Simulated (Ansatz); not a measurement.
# ZrOs: the cost of one run

Method: DFT LDA, scalar-relativistic, in Ansatz 0.2.0.

### Step 1. The starting structure

It takes space group Pm-3m (No. 221, cubic). Conventional cell: a = 3.263 Å, b = 3.263 Å, c = 3.263 Å, α = 90.00°, β = 90.00°, γ = 90.00°. Zr (site symmetry m-3m) is surrounded by 8 Os at 2.83 Å. Around Os (site symmetry m-3m) lie 8 Zr at 2.83 Å.

Coordinates:

```cif
data_structure
_symmetry_space_group_name_H-M 'P 1'
_symmetry_Int_Tables_number 1
_cell_length_a 3.2630
_cell_length_b 3.2630
_cell_length_c 3.2630
_cell_angle_alpha 90.000
_cell_angle_beta 90.000
_cell_angle_gamma 90.000
_cell_volume 34.74
loop_
_atom_site_label
_atom_site_type_symbol
_atom_site_fract_x
_atom_site_fract_y
_atom_site_fract_z
_atom_site_occupancy
Zr1 Zr 0.50000 0.50000 0.50000 1
Os1 Os 0.00000 0.00000 0.00000 1
```

Atoms are numbered in the order of the input: Zr1, Os2.

### Step 2. After the deformation

Space group Pm-3m before, P4/mmm after.

### Step 3. LAPW, all electrons

Input file input.yaml:

```yaml
crystal:
  lattice:
    - [3.263, 0.0, 0.0]
    - [0.0, 3.263, 0.0]
    - [0.0, 0.0, 3.19774]
  atoms:
    - { symbol: Zr, position: [0.5, 0.5, 0.5] }
    - { symbol: Os, position: [0.0, 0.0, 0.0] }
kpoints:
  mp_grid: { grid: [13, 13, 13] }
  band_path:
    path:
      - [0.0, 0.0, 0.0]
      - [0.0, 0.5, 0.0]
      - [0.5, 0.5, 0.0]
      - [0.0, 0.0, 0.0]
      - [0.0, 0.0, 0.5]
      - [0.0, 0.5, 0.5]
      - [0.5, 0.5, 0.5]
      - [0.0, 0.0, 0.5]
      - [0.0, 0.5, 0.0]
    npoints: 5
scf:
  occupations: { method: fermi_dirac, width: 0.03 }
hamiltonian:
  xc: lda
  pseudopotentials: { kind: all_electron, lapw: { basis_error: 0.00025 } }
output:
  forces: true
  stress: true
  eigenvalues: true
```

Launch:

```
> ansatz run input.yaml --threads 1 --pin off --max-ram 3072MiB --backend cpu --events-out ev --progress --plain --runs-dir out
```

What time and memory should one allow on 1 thread of Arm Neoverse V1, shared host?

About 1.8 min, with a peak of 0.96 GiB.
